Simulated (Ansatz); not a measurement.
# GaNH₄: vertical ionisation energy

How much energy removes an electron from GaNH₄ at fixed geometry? The cation is run at each level and the neutral's energy taken from earlier runs.

Method: unrestricted cation, the program's frozen cores in correlated methods; program: Ansatz 0.2.0, Gaussian basis.

Plan: UKS PBE-D4/def2-TZVPP; UKS r2SCAN-D4/def2-TZVPP; UKS PBE0-D4/def2-TZVPP; UKS B3LYP-D4/def2-TZVPP; UKS wB97X-V/def2-TZVPP; UKS wB97M-V/def2-TZVPP; UKS B2PLYP/def2-TZVPP; UHF-CCSD(T)/def2-TZVPP; UHF-MP2/def2-QZVPP; extrapolation to the limit; then −ε(HOMO) from the neutral's earlier runs with LDA (SPW92), PBE-D4, revPBE-D4, BLYP-D4, r2SCAN-D4, B97M-V, PBE0-D4, B3LYP-D4, r2SCANh-D4, r2SCAN0-D4, HSE06-D4, BHLYP-D4, CAM-B3LYP-D4, LC-ωPBE, ωB97X-V, ωB97M-V.

## (1) The geometry

All runs share one geometry, relaxed beforehand with PBE0-D4 in a triple-zeta def2 set.

6 atoms, charge 0, spin multiplicity 1.

Atoms are counted from 1 here; the program's logs count them from 0.

Bond lengths: N1–Ga2 1.813 Å, N1–H3 1.006 Å, N1–H4 1.006 Å, Ga2–H5 1.561 Å, Ga2–H6 1.561 Å. Angles: Ga2–N1–H3 124.1°, Ga2–N1–H4 124.0°, H3–N1–H4 111.9°, N1–Ga2–H5 116.7°, N1–Ga2–H6 116.7°, H5–Ga2–H6 126.5°.

## (2) Cation, UKS PBE-D4/def2-TZVPP

in.yaml reads:

```yaml
crystal:
  periodic: [false, false, false]
  atoms:
    - {symbol: N, position_ang: [-0.010240, -0.951954, 0.045618]}
    - {symbol: Ga, position_ang: [0.009271, 0.859054, -0.041197]}
    - {symbol: H, position_ang: [0.262887, -1.554999, -0.711390]}
    - {symbol: H, position_ang: [-0.295626, -1.473687, 0.856590]}
    - {symbol: H, position_ang: [0.483545, 1.492902, -1.386834]}
    - {symbol: H, position_ang: [-0.449838, 1.628685, 1.237213]}
basis:
  gaussian: {orbitals: def2-TZVPP}
total_charge: 1
magnetization: {spin_polarized: true, initial_magnetization: 1}
hamiltonian: {xc: pbe, dispersion: d4}
```

Run with:

```console
$ ansatz run in.yaml --threads 4 --pin off --events-out ev --progress --plain --max-ram 10444MiB
```

After this run come: Cation, UKS r2SCAN-D4/def2-TZVPP; Cation, UKS PBE0-D4/def2-TZVPP; Cation, UKS B3LYP-D4/def2-TZVPP; Cation, UKS wB97X-V/def2-TZVPP; Cation, UKS wB97M-V/def2-TZVPP; Cation, UKS B2PLYP (frozen core)/def2-TZVPP; Cation, UHF-CCSD(T)/def2-TZVPP; Cation, UHF-MP2/def2-QZVPP.

Before running them: what should the planned runs give, taken together? Wanted: ionisation energy, CCSD(T)/CBS; nearest functional by difference; nearest −ε(HOMO); −ε(HOMO) of PBE; T1 of the cation.

**Answer**, as computed:

| quantity | value |
| --- | --- |
| ionisation energy, CCSD(T)/CBS | 9.93 eV |
| nearest functional by difference | B3LYP-D4 (-0.03 eV) |
| nearest −ε(HOMO) | ωB97X-V (-0.05 eV) |
| −ε(HOMO) of PBE | 6.10 eV |
| T1 of the cation | 0.012 |

By cation minus neutral, the functionals miss by 0.20 eV at most. The PBE orbital energy is 3.8 eV too small: a semilocal HOMO is no ionisation energy. Among orbital estimates ωB97X-V comes nearest. Hartree-Fock falls 1.73 eV short, as the neutral has more correlation energy than the cation. Correlated methods include outer-core shells of Ga, which these sets cover unevenly. With outer-core shells in play the reference is unsure by up to some tenths of an eV, so close misses can't be ranked.
